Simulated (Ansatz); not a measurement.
**Nudged elastic band run: Mg₉O₈**

input.yaml

```yaml
crystal:
  lattice:
    - [0.0, 4.216, 4.216]
    - [4.216, 0.0, 4.216]
    - [4.216, 4.216, 0.0]
  atoms:
    - { symbol: Mg, position: [0.07607139, -0.02517491, -0.0254964] }
    - { symbol: O, position: [0.25178132, 0.253146, 0.24198137] }
    - { symbol: Mg, position: [-0.00223357, 0.00143757, 0.49726363] }
    - { symbol: O, position: [0.24237473, 0.27348445, 0.74200601] }
    - { symbol: Mg, position: [0.00175086, 0.50212739, -0.00579019] }
    - { symbol: O, position: [0.24445739, 0.74270456, 0.27046968] }
    - { symbol: Mg, position: [-0.0022995, 0.50376349, 0.49723134] }
    - { symbol: O, position: [0.24225258, 0.74249463, 0.74188377] }
    - { symbol: Mg, position: [0.48330379, -0.02122234, -0.01735793] }
    - { symbol: O, position: [0.74678015, 0.27351853, 0.24828731] }
    - { symbol: Mg, position: [0.47605658, -0.02458953, 0.57339546] }
    - { symbol: O, position: [0.74179325, 0.25412446, 0.74994646] }
    - { symbol: Mg, position: [0.48309969, 0.5555347, -0.01752738] }
    - { symbol: O, position: [0.74679503, 0.73160052, 0.24821368] }
    - { symbol: Mg, position: [0.49360494, 0.5024067, 0.50185084] }
    - { symbol: O, position: [0.77110115, 0.74263381, 0.74394] }
    - { symbol: Mg, position: [0.63958063, 0.11207516, 0.13658322] }
basis:
  ecutwfc: 420.0
kpoints:
  mp_grid: { grid: [2, 2, 2] }
hamiltonian:
  xc: pbe
  pseudopotentials: { kind: paw, azcp: { folder: soft_1 } }
scf:
  occupations: { method: gaussian, width: 0.02 }
  lower_state_search: "off"
neb:
  images: 5
  f_tol: 0.05
  initial_path: idpp
  max_iterations: 75
  final_atoms:
    - { symbol: Mg, position: [-0.00291174, -0.00337396, -0.00297265] }
    - { symbol: O, position: [0.25009335, 0.25676333, 0.25005392] }
    - { symbol: Mg, position: [-0.00369979, 0.00237967, 0.49856434] }
    - { symbol: O, position: [0.22711508, 0.24626125, 0.76822845] }
    - { symbol: Mg, position: [-0.00148897, 0.50313421, -0.00171886] }
    - { symbol: O, position: [0.24265709, 0.75486497, 0.24227596] }
    - { symbol: Mg, position: [-0.05455337, 0.51768864, 0.52028408] }
    - { symbol: O, position: [0.22670969, 0.75750441, 0.75787948] }
    - { symbol: Mg, position: [0.49877016, 0.00234756, -0.00379399] }
    - { symbol: O, position: [0.76906618, 0.24630046, 0.22653513] }
    - { symbol: Mg, position: [0.52230926, -0.06707298, 0.52264105] }
    - { symbol: O, position: [0.75751988, 0.23015391, 0.75734635] }
    - { symbol: Mg, position: [0.52062586, 0.51794157, -0.05514067] }
    - { symbol: O, position: [0.75797173, 0.75747705, 0.22678128] }
    - { symbol: Mg, position: [0.52707992, 0.52866357, 0.52731264] }
    - { symbol: O, position: [0.75735789, 0.75594387, 0.75703494] }
    - { symbol: Mg, position: [0.38906254, 0.37064504, 0.3883839] }
  order_check: true
```

Launched with:

```bash
$ ansatz run input.yaml --threads 1 --pin off --max-ram 3072MiB --backend cpu --events-out ev --progress --plain --runs-dir out
```

Output, in part (warnings, iteration lines):

```
NEB end point (image 0): max|allowed force component| = 2.375e-2 eV/Å (the criterion of neb.relax_end_points is 1.000e-2)
NEB end point (image 6): max|allowed force component| = 2.952e-2 eV/Å (the criterion of neb.relax_end_points is 1.000e-2)
NEB iter   1: max|band force component| = 7.771e0 eV/Å  barrier→ = 3.8148 eV  barrier← = 3.8151 eV  Δτ_max = 0.0781 Å  (66 SCF iters)
NEB iter   2: max|band force component| = 4.694e0 eV/Å  barrier→ = 2.3425 eV  barrier← = 2.3428 eV  Δτ_max = 0.1410 Å  (42 SCF iters)
NEB iter   3: max|band force component| = 1.225e0 eV/Å  barrier→ = 1.2655 eV  barrier← = 1.2659 eV  Δτ_max = 0.0319 Å  (44 SCF iters)
NEB iter   4: max|band force component| = 3.801e-1 eV/Å  barrier→ = 1.2212 eV  barrier← = 1.2216 eV  CI = image 3  Δτ_max = 0.1988 Å  (41 SCF iters)
NEB iter   5: max|band force component| = 2.176e0 eV/Å  barrier→ = 1.2058 eV  barrier← = 1.2061 eV  CI = image 3  Δτ_max = 0.1002 Å  (35 SCF iters)
NEB iter   6: max|band force component| = 5.375e-1 eV/Å  barrier→ = 1.1931 eV  barrier← = 1.1934 eV  CI = image 3  Δτ_max = 0.0818 Å  (37 SCF iters)
NEB iter   7: max|band force component| = 3.101e-1 eV/Å  barrier→ = 1.1815 eV  barrier← = 1.1818 eV  CI = image 3  Δτ_max = 0.1854 Å  (37 SCF iters)
NEB iter   8: max|band force component| = 1.290e0 eV/Å  barrier→ = 1.1556 eV  barrier← = 1.1559 eV  CI = image 3  Δτ_max = 0.0958 Å  (33 SCF iters)
[... lines left out ...]
NEB iter  75: max|band force component| = 7.666e-1 eV/Å  barrier→ = 0.2881 eV  barrier← = 0.2885 eV  CI = image 4  Δτ_max = 0.1981 Å  (32 SCF iters)
Error: NEB band did not converge after 75 iterations: max|band force component| = 7.67e-1 eV/Å (threshold 5.0e-2); raise `neb.max_iterations` in a new run, which can start from the last band evaluated (`neb.initial_path`, with `crystal.atoms` and `neb.final_atoms` set to its first and last images), …
```

It did not converge within its limit. The band didn't meet its force threshold, so its energies are provisional: the largest band force was still 0.77 eV/Å, and over the last iterations the top moved between 0.29 and 0.44 eV. Inner images lie below an end point, which means an intermediate or an end that isn't the lowest structure nearby. Limits of this set-up: coarse k mesh, a small cell, in which the defect meets its images.

Final band (atoms are numbered from 1 in the order of the input):

```json
{"image": "0", "path coordinate (Å)": "0.00", "energy (eV)": "0.000", "Mg1–Mg17 (Å)": "2.13", "Mg9–Mg17 (Å)": "2.16", "O12–Mg17 (Å)": "1.89"}
{"image": "1", "path coordinate (Å)": "0.85", "energy (eV)": "-0.152", "Mg1–Mg17 (Å)": "2.18", "Mg9–Mg17 (Å)": "2.18", "O12–Mg17 (Å)": "2.30"}
{"image": "2", "path coordinate (Å)": "1.71", "energy (eV)": "-0.051", "Mg1–Mg17 (Å)": "2.36", "Mg9–Mg17 (Å)": "2.36", "O12–Mg17 (Å)": "2.96"}
{"image": "3", "path coordinate (Å)": "2.56", "energy (eV)": "0.277", "Mg1–Mg17 (Å)": "2.74", "Mg9–Mg17 (Å)": "2.70", "O12–Mg17 (Å)": "3.26"}
{"image": "4", "path coordinate (Å)": "3.42", "energy (eV)": "0.288", "Mg1–Mg17 (Å)": "3.15", "Mg9–Mg17 (Å)": "3.12", "O12–Mg17 (Å)": "3.43"}
{"image": "5", "path coordinate (Å)": "4.55", "energy (eV)": "0.151", "Mg1–Mg17 (Å)": "3.02", "Mg9–Mg17 (Å)": "3.09", "O12–Mg17 (Å)": "3.34"}
{"image": "6", "path coordinate (Å)": "5.82", "energy (eV)": "0.000", "Mg1–Mg17 (Å)": "3.50", "Mg9–Mg17 (Å)": "3.37", "O12–Mg17 (Å)": "3.39"}
```

Run time: 24 min on 1 thread of Arm Neoverse V2, on a shared host, peak memory 0.63 GiB.
